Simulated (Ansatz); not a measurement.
# NaLaMnMoO6 (P1) in Ansatz: equation of state

Aim: energy against volume of NaLaMnMoO6 in PBE, for its equilibrium volume and stiffness.

Everything below comes from runs of Ansatz 0.2.0. Logs are shortened: lines on timing, memory, paths and dates and some standing lists are left out, and cuts for length are marked.

### 1 The crystal as given

The typed cell holds 10 atoms: a = 5.432 Å, b = 5.507 Å, c = 5.716 Å, α = 64.76°, β = 88.96°, γ = 63.78°.

The cell was built by a generator and needn't be a form met in nature.

### 2 Single point, PBE, collinear spin, ferromagnetic start, 12.75 Å³/atom (volume scaled by 0.94)

input.yaml reads:

```yaml
crystal:
  lattice:
    - [5.3212292929, -0.011069323, -0.0003330593]
    - [2.3937655946, 4.8341007127, -0.0181713223]
    - [0.1071667203, 2.6299046219, 4.9426192619]
  atoms:
    - { symbol: Na, position: [0.6974, 0.05972, 0.73638] }
    - { symbol: La, position: [0.41072, 0.51412, 0.00994] }
    - { symbol: Mn, position: [0.92147, 0.57866, 0.41655], spin: 4.0 }
    - { symbol: Mo, position: [0.21633, 0.9787, 0.33337], spin: 1.0 }
    - { symbol: O, position: [0.56869, 0.61375, 0.56391] }
    - { symbol: O, position: [0.40995, 0.05114, 0.05764] }
    - { symbol: O, position: [0.31236, 0.2107, 0.45135] }
    - { symbol: O, position: [0.04288, 0.86047, 0.1214] }
    - { symbol: O, position: [0.05836, 0.76646, 0.60633] }
    - { symbol: O, position: [0.86183, 0.36628, 0.20313] }
hamiltonian:
  xc: pbe
  pseudopotentials: { kind: paw }
magnetization:
  spin_polarized: true
kpoints:
  mp_grid: { grid: [6, 6, 5] }
scf:
  occupations: { method: fermi_dirac, width: 0.05 }
output:
  forces: true
  stress: true
  eigenvalues: true
```

Potentials or basis: Ansatz PAW.

The run is started by

```bash
$ ansatz run input.yaml --threads 8 --pin off --max-ram 20480MiB --backend cpu --events-out ev --progress --plain --runs-dir out
```

The program printed:

```text
Warning: RAYON_NUM_THREADS=8 ignored (pool sized by the plan → 8); use --threads N
Engine: ansatz 0.2.0, x86_64-unknown-linux-gnu
Pseudopotentials: kind: paw
Pseudopotential: Na, paw, valence charge 9, recommended cutoff 420 eV (normal), Na.paw.azcp
Pseudopotential: La, paw, valence charge 11, recommended cutoff 420 eV (normal), La.paw.azcp
Pseudopotential: Mn, paw, valence charge 15, recommended cutoff 420 eV (normal), Mn.paw.azcp
Pseudopotential: Mo, paw, valence charge 14, recommended cutoff 420 eV (normal), Mo.paw.azcp
Pseudopotential: O, paw, valence charge 6, recommended cutoff 420 eV (normal), O.paw.azcp
Functional definition: PBE
  parameter kappa = 0.804
  parameter beta = 0.06672455060314922
  exchange = pbe_x(kappa = kappa, mu = beta*pi^2/3)
  correlation = pbe_c(beta = beta)
Crystal: 10 atoms, lattice volume = 127.524 Å³
Basis set: ecut = 420 eV, 2479 PW (Γ), exchange–correlation on 72×80×80 points (8 copies of the dense FFT grid, shifted against one another)
Bands: 55, of which v1, the nominal top of the filled ones, is band 43 counted from 1 (42 counted from 0)
Symmetry: 1 space group operations
Space group: P1 (ITA 1), of the structure as read, at distance tolerance 5.0e-5 Å
Magnetic group: BNS 1.1 (UNI 1), of the structure as read, at distance tolerance 5.0e-5 Å
k-points: 92 of 180 (time reversal used)
Non-local potential: Na, projectors of the file, l = 0: 3, l = 1: 2, l = 2: 1
Non-local potential: La, projectors of the file, l = 0: 3, l = 1: 2, l = 2: 2, l = 3: 3
Non-local potential: Mn, projectors of the file, l = 0: 3, l = 1: 2, l = 2: 3, l = 3: 1
Non-local potential: Mo, projectors of the file, l = 0: 3, l = 1: 2, l = 2: 2, l = 3: 1
Non-local potential: O, projectors of the file, l = 0: 2, l = 1: 2, l = 2: 1
[... 29 lines left out ...]
SCF 1 converged in 16 iterations: F = -20002.665615 eV  dr2 = 2.31e-9
SCF converged after 16 iterations
Magnetization: 4.9951 μB (44.9976 up, 40.0024 down)
Absolute magnetization: 5.0243 μB (∫|ρ↑−ρ↓|, with the PAW one-centre terms)
Spin contamination: 0.0206 ħ² per cell (⟨S²⟩ above its minimum at these occupations)
Per-site moments (μB) at R_I (Å): [(0.0012124976920150747, 0.9171902693401606), (0.018202812158524036, 0.9438041538942612), (3.7031399489187935, 0.8253924271267211), (0.15402382890360533, 0.7585859226200996), (0.019406085715844065, 0.7951668679417861), (0.03826137700799719, 0.7585859226200996), (0.04931309806408973, 0.7768052294607826), (0.06714511955423592, 0.811800768934732), (0.030557060344364423, 0.7897418750982834), (0.025909126552498, 0.7961847424427875)]
Free energy (F): -20002.665615 eV
Harris-Foulkes:  -20002.665615 eV  (|F-HF|=3.64e-10)
Internal energy: -20002.660274 eV  (E = F + TS)
E sigma→0 (E₀):  -20002.662945 eV
Entropy (-TS):   -0.005341 eV (-0.534 meV/atom)
Fermi energy:    11.125927 eV
--- Per-component energies (eV) ---
  E_band       = -684.862792
  E_kinetic    = 2112.576723
  E_local      = -7504.468720  (includes V_loc(G=0)·N_el)
  E_nonlocal   = 891.293823
  E_hartree    = 2860.682994
  E_xc         = -919.483822
  E_vxc        = -1138.602626  (∫ρ·V_xc dr)
  E_paw        = -11134.408057  (= ΣΔE_a)
  E_vpaw       = -767.042387  (= ΣTr[D̂ρ^β])
  E_aug_tail   = 0.014582  (compensation charges beyond the density's cutoff)
  E_ewald      = -6308.867798
  E_smearing   = -0.005341  (= −TS)
  E_closure    = -0.000000  (closes the sum)
  Σ components = -20002.665615   (vs F -20002.665615, Δ=0.00e0)
--- Forces (eV/Å), atoms counted from 1 ---
  atom   1  Na     0.01530253     0.03077572     0.03981970
  atom   2  La     0.18051681     0.01700781    -0.07100530
  atom   3  Mn    -0.10696257     0.03700161     0.15796269
  atom   4  Mo    -0.26315927    -0.12569508     0.09234349
  atom   5  O      0.34165380    -0.50785332     0.47479356
  atom   6  O      0.60387930    -0.45897871    -0.86820485
  atom   7  O      0.63802503     0.59956482     0.49457231
  atom   8  O     -0.50941269    -0.05318781    -0.56664144
  atom   9  O     -0.72645479    -0.07511784     0.52359770
  atom  10  O     -0.17340090     0.53648275    -0.27724496
  max |Σ_I F_I| component: 1.28e-5 eV/Å
--- Stress (GPa, compression-positive) ---
       11.727735      -0.155298      -0.313941
       -0.155298      10.014476       0.433324
       -0.313940       0.433323      10.053536
  P = ⅓ Tr σ = 10.5986 GPa (105.986 kbar)
--- Band table (eV; the first three rows and the last of 184) ---
  k-point 0 ↑: bands = ["-70.5607", "-52.7509", "-40.5924", "-39.3674", "-39.3198", "-39.2709", "-27.0092", "-26.9551", "-26.8839", "-21.2623", "-12.5733", "-12.5531", "-12.5262", "-8.8903", "-8.6234", "-8.5691", "-8.0430", "-7.6694", "-7.5707", "-4.8575", "-4.6039", "-4.4472", "3.8947", "4.0371", "4.2289", "4.3237", "4.3943", "4.6582", "5.4003", "5.8407", "6.0150", "6.1183", "6.4823", "6.7619", "7.0212", "7.1621", "7.3436", "7.4140", "7.7566", "7.9925", "8.8499", "9.1732", "9.3177", "10.0733", "11.0801", "11.4246", "11.5212", "11.9648", "13.4880", "13.6911", "13.7583", "13.7789", "13.8408", "13.8621", "13.9590"]
  k-point 1 ↑: bands = ["-70.5607", "-52.7509", "-40.5924", "-39.3674", "-39.3198", "-39.2709", "-27.0096", "-26.9551", "-26.8841", "-21.2600", "-12.5735", "-12.5545", "-12.5271", "-9.0463", "-8.6159", "-8.4067", "-7.9810", "-7.7051", "-7.6306", "-4.8297", "-4.5820", "-4.4358", "3.7801", "3.9710", "4.1899", "4.3328", "4.3969", "4.8248", "5.3975", "5.8178", "5.9831", "6.1535", "6.4978", "6.7770", "6.9867", "7.2105", "7.2999", "7.3499", "7.7114", "7.9648", "8.8640", "9.2093", "9.3274", "10.0840", "11.0359", "11.4365", "11.5186", "11.9479", "13.6124", "13.6970", "13.7675", "13.8044", "13.8497", "13.8878", "13.9864"]
  k-point 2 ↑: bands = ["-70.5607", "-52.7509", "-40.5924", "-39.3674", "-39.3198", "-39.2709", "-27.0102", "-26.9552", "-26.8842", "-21.2563", "-12.5738", "-12.5569", "-12.5287", "-9.1964", "-8.5284", "-8.3412", "-7.8655", "-7.7949", "-7.6869", "-4.7882", "-4.5482", "-4.4160", "3.6421", "3.9458", "4.1602", "4.2586", "4.3159", "5.0959", "5.5453", "5.6780", "5.9551", "6.2352", "6.4881", "6.7305", "6.8749", "7.0629", "7.2503", "7.4772", "7.6110", "8.0297", "8.8976", "9.2413", "9.3544", "10.1031", "10.9590", "11.4509", "11.5310", "11.9487", "13.6627", "13.6971", "13.7731", "13.8138", "13.8783", "13.8898", "14.0137"]
  k-point 91 ↓: bands = ["-65.9351", "-52.5481", "-40.5910", "-34.8357", "-34.7854", "-34.7626", "-26.7981", "-26.7711", "-26.6219", "-21.2352", "-12.5744", "-12.5531", "-12.5244", "-9.0191", "-8.4792", "-8.3059", "-8.1023", "-7.7851", "-7.5094", "-4.5314", "-4.3719", "-4.2237", "3.8326", "3.9701", "4.1179", "4.5009", "4.7661", "5.3636", "5.6922", "5.9036", "6.0866", "6.4752", "6.7912", "7.0706", "7.2331", "7.2978", "7.5078", "7.6196", "7.6878", "8.1568", "11.5667", "11.6762", "11.8536", "12.6965", "12.8551", "12.9716", "13.3091", "13.7020", "13.7491", "13.7698", "13.8283", "13.8359", "13.9241", "14.0350", "14.1787"]
```

Run time: 17 s. Hardware: 8 threads of INTEL XEON PLATINUM 8581C at 2.30GHz (Emerald Rapids), shared host; peak memory 1.3 GiB.

Results:

| Quantity | Value |
| --- | --- |
| Free energy | -20002.6656 eV |
| Pressure | 10.6 GPa |
| Largest force | 1.153 eV/Å |
| Band gap on the k mesh | 0.15 eV, indirect (least direct gap 0.32 eV) |
| Net moment | 5.00 μB per cell |
| Absolute moment | 5.02 μB per cell |
| Site moments | Na +0.00; La +0.02; Mn +3.70; Mo +0.15; O +0.02, +0.04, +0.05, +0.07, +0.03 μB |

Caveat: odd divisions of the mesh miss points on the zone boundary, where band edges often lie, so the gap on the mesh can be too wide; the pressure holds a Pulay correction of +0.6 GPa for the finite cutoff; spin-orbit coupling is left out, which moves the levels of the heavy elements; a cell with one magnetic atom can't hold antiferromagnetic order, which such compounds often take; forces of over 1 eV/Å show positions far from the minimum, so gaps and moduli don't describe the material at rest.

### 3 Single point, PBE, collinear spin, ferromagnetic start, 13.02 Å³/atom (volume scaled by 0.96)

Edit input.yaml of step 2 so:

```diff
@@ -2,5 +2,5 @@
   lattice:
-    - [5.3212292929, -0.011069323, -0.0003330593]
-    - [2.3937655946, 4.8341007127, -0.0181713223]
-    - [0.1071667203, 2.6299046219, 4.9426192619]
+    - [5.3587039733, -0.0111472786, -0.0003354048]
+    - [2.4106236542, 4.8681447972, -0.0182992936]
+    - [0.1079214404, 2.6484256872, 4.9774275866]
   atoms:
@@ -29 +29,5 @@
   eigenvalues: true
+  write_density: true
+  write_potential: true
+  elf: true
+  volumetric_format: npy
```

Potentials or basis: Ansatz PAW.

The run is started by

```bash
$ ansatz run input.yaml --threads 8 --pin off --max-ram 20480MiB --backend cpu --events-out ev --progress --plain --runs-dir out
```

The program printed:

```text
Warning: RAYON_NUM_THREADS=8 ignored (pool sized by the plan → 8); use --threads N
Engine: ansatz 0.2.0, x86_64-unknown-linux-gnu
Pseudopotentials: kind: paw
Pseudopotential: Na, paw, valence charge 9, recommended cutoff 420 eV (normal), Na.paw.azcp
Pseudopotential: La, paw, valence charge 11, recommended cutoff 420 eV (normal), La.paw.azcp
Pseudopotential: Mn, paw, valence charge 15, recommended cutoff 420 eV (normal), Mn.paw.azcp
Pseudopotential: Mo, paw, valence charge 14, recommended cutoff 420 eV (normal), Mo.paw.azcp
Pseudopotential: O, paw, valence charge 6, recommended cutoff 420 eV (normal), O.paw.azcp
Functional definition: PBE
  parameter kappa = 0.804
  parameter beta = 0.06672455060314922
  exchange = pbe_x(kappa = kappa, mu = beta*pi^2/3)
  correlation = pbe_c(beta = beta)
Crystal: 10 atoms, lattice volume = 130.237 Å³
Basis set: ecut = 420 eV, 2549 PW (Γ), exchange–correlation on 72×80×80 points (8 copies of the dense FFT grid, shifted against one another)
Bands: 55, of which v1, the nominal top of the filled ones, is band 43 counted from 1 (42 counted from 0)
Symmetry: 1 space group operations
Space group: P1 (ITA 1), of the structure as read, at distance tolerance 5.1e-5 Å
Magnetic group: BNS 1.1 (UNI 1), of the structure as read, at distance tolerance 5.1e-5 Å
k-points: 92 of 180 (time reversal used)
Non-local potential: Na, projectors of the file, l = 0: 3, l = 1: 2, l = 2: 1
Non-local potential: La, projectors of the file, l = 0: 3, l = 1: 2, l = 2: 2, l = 3: 3
Non-local potential: Mn, projectors of the file, l = 0: 3, l = 1: 2, l = 2: 3, l = 3: 1
Non-local potential: Mo, projectors of the file, l = 0: 3, l = 1: 2, l = 2: 2, l = 3: 1
Non-local potential: O, projectors of the file, l = 0: 2, l = 1: 2, l = 2: 1
PAW form: soft (Blöchl's): semilocal exchange-correlation on the pseudo side does not see the compensation charge
[... 21 lines left out ...]
SCF iter  10: F=—  HF=-20002.811229 eV  |F-HF|=—  |Δ(HF+E_count)|=   5.37e-5  Δρ=1.48e-4 (↑1.48e-4 ↓8.54e-5)  dr2=5.60e-5  dr2_m=2.69e-6  M=4.996 μB ∫|m|=5.025 μB  β_m=0.66  ethr=3.24e-7  ⟨swp⟩=2.2  Hψ=16559  notcnv=0  defer=807
SCF iter  11: F=—  HF=-20002.811279 eV  |F-HF|=—  |Δ(HF+E_count)|=   5.07e-5  Δρ=3.03e-5 (↑3.03e-5 ↓2.62e-5)  dr2=5.74e-6  dr2_m=3.19e-8  M=4.996 μB ∫|m|=5.025 μB  β_m=0.79  ethr=6.59e-8  ⟨swp⟩=2.0  Hψ=16708  notcnv=0  defer=807
SCF iter  12: F=—  HF=-20002.811285 eV  |F-HF|=—  |Δ(HF+E_count)|=   5.17e-6  Δρ=2.14e-5 (↑2.14e-5 ↓1.60e-5)  dr2=2.32e-6  dr2_m=3.78e-8  M=4.996 μB ∫|m|=5.025 μB  β_m=0.89  ethr=6.75e-9  ⟨swp⟩=2.0  Hψ=15964  notcnv=0  defer=807
SCF iter  13: F=—  HF=-20002.811286 eV  |F-HF|=—  |Δ(HF+E_count)|=   1.04e-6  Δρ=1.49e-5 (↑1.49e-5 ↓9.69e-6)  dr2=6.60e-7  dr2_m=3.20e-8  M=4.996 μB ∫|m|=5.025 μB  β_m=0.86  ethr=2.73e-9  ⟨swp⟩=2.0  Hψ=16100  notcnv=0  defer=807
SCF iter  14: F=—  HF=-20002.811286 eV  |F-HF|=—  |Δ(HF+E_count)|=   8.91e-8  Δρ=1.09e-5 (↑1.09e-5 ↓5.45e-6)  dr2=2.73e-7  dr2_m=2.04e-8  M=4.996 μB ∫|m|=5.025 μB  β_m=0.84  ethr=7.77e-10  ⟨swp⟩=2.0  Hψ=14903  notcnv=0  defer=807
SCF iter  15: F=—  HF=-20002.811286 eV  |F-HF|=—  |Δ(HF+E_count)|=   1.35e-8  Δρ=3.60e-6 (↑3.60e-6 ↓3.42e-6)  dr2=5.98e-8  dr2_m=8.39e-11  M=4.996 μB ∫|m|=5.025 μB  β_m=0.76  ethr=3.21e-10  ⟨swp⟩=2.0  Hψ=14533  notcnv=0  defer=807
SCF iter  16: F=-20002.811286 eV  HF=-20002.811286 eV  |F-HF|=1.55e-8  |Δ(HF+E_count)|=   1.96e-9  Δρ=2.68e-6 (↑2.68e-6 ↓1.59e-6)  dr2=2.01e-8  dr2_m=1.13e-9  M=4.996 μB ∫|m|=5.025 μB  ethr=7.03e-11  ⟨swp⟩=13.0  Hψ=74094  notcnv=0
SCF 1 converged in 16 iterations: F = -20002.811286 eV  dr2 = 2.01e-8
SCF converged after 16 iterations
Magnetization: 4.9964 μB (44.9982 up, 40.0018 down)
Absolute magnetization: 5.0270 μB (∫|ρ↑−ρ↓|, with the PAW one-centre terms)
Spin contamination: 0.0207 ħ² per cell (⟨S²⟩ above its minimum at these occupations)
Per-site moments (μB) at R_I (Å): [(0.0011438495339238556, 0.9236495685657108), (0.01752878328169388, 0.9504508810176157), (3.7315414707232275, 0.8312052413646477), (0.15388480379242056, 0.7639282530111772), (0.017628983999057966, 0.8007668191389082), (0.037158631566511606, 0.7639282530111772), (0.04739547597563008, 0.7822758690685392), (0.0652572321700184, 0.817517864120787), (0.029151403706658308, 0.7953036208361731), (0.024697728351420725, 0.801791862008362)]
Free energy (F): -20002.811286 eV
Harris-Foulkes:  -20002.811286 eV  (|F-HF|=1.55e-8)
Internal energy: -20002.806139 eV  (E = F + TS)
E sigma→0 (E₀):  -20002.808712 eV
Entropy (-TS):   -0.005146 eV (-0.515 meV/atom)
Fermi energy:    10.758198 eV
--- Per-component energies (eV) ---
  E_band       = -708.066837
  E_kinetic    = 2107.803814
  E_local      = -7565.861125  (includes V_loc(G=0)·N_el)
  E_nonlocal   = 890.819912
  E_hartree    = 2881.290132
  E_xc         = -918.200679
  E_vxc        = -1136.847095  (∫ρ·V_xc dr)
  E_paw        = -11133.924324  (= ΣΔE_a)
  E_vpaw       = -766.579330  (= ΣTr[D̂ρ^β])
  E_aug_tail   = 0.014529  (compensation charges beyond the density's cutoff)
  E_ewald      = -6264.748398
  E_smearing   = -0.005146  (= −TS)
  E_closure    = 0.000000  (closes the sum)
  Σ components = -20002.811286   (vs F -20002.811286, Δ=0.00e0)
--- Forces (eV/Å), atoms counted from 1 ---
  atom   1  Na     0.00969782     0.02027135     0.02674432
  atom   2  La     0.11691995     0.01007239    -0.04507600
  atom   3  Mn    -0.06965767     0.02545763     0.10008805
  atom   4  Mo    -0.16750948    -0.08186967     0.05462585
  atom   5  O      0.22293851    -0.32627003     0.30402828
  atom   6  O      0.38736796    -0.29446378    -0.55590851
  atom   7  O      0.40950552     0.38538506     0.31611718
  atom   8  O     -0.32725550    -0.03289568    -0.36078178
  atom   9  O     -0.47012962    -0.05216263     0.33523770
  atom  10  O     -0.11185316     0.34649248    -0.17507932
  max |Σ_I F_I| component: 2.43e-5 eV/Å
--- Stress (GPa, compression-positive) ---
        7.396321      -0.117426      -0.203375
       -0.117426       6.302044       0.252821
       -0.203375       0.252821       6.348951
  P = ⅓ Tr σ = 6.6824 GPa (66.824 kbar)
--- Band table (eV; the first three rows and the last of 184) ---
  k-point 0 ↑: bands = ["-70.8834", "-53.0922", "-40.9074", "-39.6908", "-39.6377", "-39.5898", "-27.3150", "-27.2673", "-27.1993", "-21.6390", "-12.8850", "-12.8633", "-12.8360", "-9.0883", "-8.8217", "-8.7644", "-8.2776", "-7.9094", "-7.8147", "-5.2123", "-4.9627", "-4.8066", "3.7083", "3.8490", "4.0284", "4.1212", "4.1858", "4.4394", "5.1759", "5.6063", "5.7672", "5.8832", "6.2409", "6.5165", "6.7701", "6.8999", "7.0876", "7.1542", "7.4927", "7.7243", "8.5269", "8.8440", "8.9870", "9.7287", "10.7064", "11.0532", "11.1461", "11.5790", "13.0957", "13.2865", "13.3496", "13.3719", "13.4277", "13.4473", "13.5446"]
  k-point 1 ↑: bands = ["-70.8834", "-53.0922", "-40.9074", "-39.6908", "-39.6377", "-39.5898", "-27.3154", "-27.2673", "-27.1994", "-21.6371", "-12.8851", "-12.8646", "-12.8367", "-9.2370", "-8.8120", "-8.6100", "-8.2198", "-7.9439", "-7.8717", "-5.1866", "-4.9438", "-4.7962", "3.5970", "3.7895", "3.9925", "4.1304", "4.1877", "4.5993", "5.1754", "5.5840", "5.7401", "5.9178", "6.2546", "6.5302", "6.7362", "6.9520", "7.0425", "7.0893", "7.4442", "7.6982", "8.5395", "8.8785", "8.9956", "9.7389", "10.6652", "11.0635", "11.1437", "11.5622", "13.2139", "13.2929", "13.3590", "13.3946", "13.4368", "13.4731", "13.5704"]
  k-point 2 ↑: bands = ["-70.8834", "-53.0922", "-40.9074", "-39.6908", "-39.6377", "-39.5898", "-27.3159", "-27.2674", "-27.1996", "-21.6340", "-12.8853", "-12.8666", "-12.8379", "-9.3810", "-8.7265", "-8.5498", "-8.1035", "-8.0304", "-7.9290", "-5.1478", "-4.9164", "-4.7767", "3.4659", "3.7627", "3.9609", "4.0647", "4.1180", "4.8626", "5.3152", "5.4518", "5.7161", "5.9903", "6.2516", "6.4807", "6.6282", "6.8114", "6.9902", "7.2102", "7.3477", "7.7579", "8.5699", "8.9087", "9.0212", "9.7568", "10.5933", "11.0752", "11.1558", "11.5624", "13.2616", "13.2943", "13.3634", "13.4022", "13.4655", "13.4752", "13.5954"]
  k-point 91 ↓: bands = ["-66.2402", "-52.8921", "-40.9061", "-35.1339", "-35.0879", "-35.0670", "-27.1077", "-27.0848", "-26.9401", "-21.6143", "-12.8859", "-12.8632", "-12.8344", "-9.2115", "-8.6838", "-8.5202", "-8.3193", "-8.0226", "-7.7605", "-4.9056", "-4.7524", "-4.5986", "3.6507", "3.7812", "3.9308", "4.3092", "4.5614", "5.1223", "5.4639", "5.6694", "5.8457", "6.2338", "6.5594", "6.8212", "6.9774", "7.0455", "7.2520", "7.3595", "7.4242", "7.8800", "11.2042", "11.3153", "11.4845", "12.3801", "12.5310", "12.6417", "12.9704", "13.3027", "13.3453", "13.3609", "13.4187", "13.4284", "13.5112", "13.6196", "13.8014"]
```

Run time: 18 s. Hardware: 8 threads of INTEL XEON PLATINUM 8581C at 2.30GHz (Emerald Rapids), shared host; peak memory 1.4 GiB.

What came out:

```
Free energy            : -20002.8113 eV
Pressure               : 6.7 GPa
Largest force          : 0.739 eV/Å
Band gap on the k mesh : 0.16 eV, indirect (least direct gap 0.32 eV)
Net moment             : 5.00 μB per cell
Absolute moment        : 5.03 μB per cell
Site moments           : Na +0.00; La +0.02; Mn +3.73; Mo +0.15; O +0.02, +0.04, +0.05, +0.07, +0.03 μB
```

Caveat: odd divisions of the mesh miss points on the zone boundary, where band edges often lie, so the gap on the mesh can be too wide; the pressure holds a Pulay correction of +0.6 GPa for the finite cutoff; spin-orbit coupling is left out, which moves the levels of the heavy elements; a cell with one magnetic atom can't hold antiferromagnetic order, which such compounds often take.

(Part 1 of 2 ends here.)
